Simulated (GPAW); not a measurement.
## SnSe in GPAW: the effect of target pressure

SnSe:

```
CELL_PARAMETERS angstrom
0.00000 3.01000 3.01000
3.01000 0.00000 3.01000
3.01000 3.01000 0.00000
ATOMIC_POSITIONS crystal
Sn 0.00000 0.00000 0.00000
Se 0.50000 0.50000 0.50000
```

Measurements of this composition are mostly on another form, of space group No. 62.

Alike in all runs:

```yaml
Program: GPAW 26.7.0
Task: relaxation of cell and atoms
Functional: PBEsol
Potentials_or_basis: PAW data sets generated in the run's folder for this functional
Cutoff: 600 eV
Basis: pw
k_mesh: 8 × 8 × 8
Occupations: fermi-dirac, width 0.05 eV
Spin: no spin polarisation
```

Each run relaxes the cell or the atoms first.

| target pressure | target pressure | relaxed volume (Å³/atom) | gap on the mesh (eV) |
| --- | --- | --- | --- |
| 0 GPa | - | 26.15 | 0.76 |
| 2 GPa | 2 GPa | 25.35 | 0.74 |
| 5 GPa | 5 GPa | 24.32 | 0.67 |
| 10 GPa | 10 GPa | ? | ? |
| 20 GPa | 20 GPa | 21.03 | 0.44 |
| 30 GPa | 30 GPa | 19.64 | 0.21 |

Q: What does the run with target pressure 10 GPa give?

A: Relaxed volume 22.94 Å³/atom; gap on the mesh 0.58 eV.

Worked out: In Murnaghan's law V^(-B') rises as a straight line in P. The other rows fit best with B' = 3.5, V0 = 26.15 Å³/atom and B0 = 61 GPa, which gives 22.97 Å³/atom at 10 GPa, against the run's 22.94. A parabola through the other rows of the gap on the mesh, of slope -0.0163 eV per GPa there, gives 0.61 eV, against the run's 0.58.

Caveats: later steps reuse the first step's grids; spin-orbit coupling is left out, which moves the levels of the heavy elements; the volume moved by over 15 % at a fixed basis, so the end points are rough (some runs).

A k mesh can miss the band edges.

Runs at the PBE level aren't shown here.
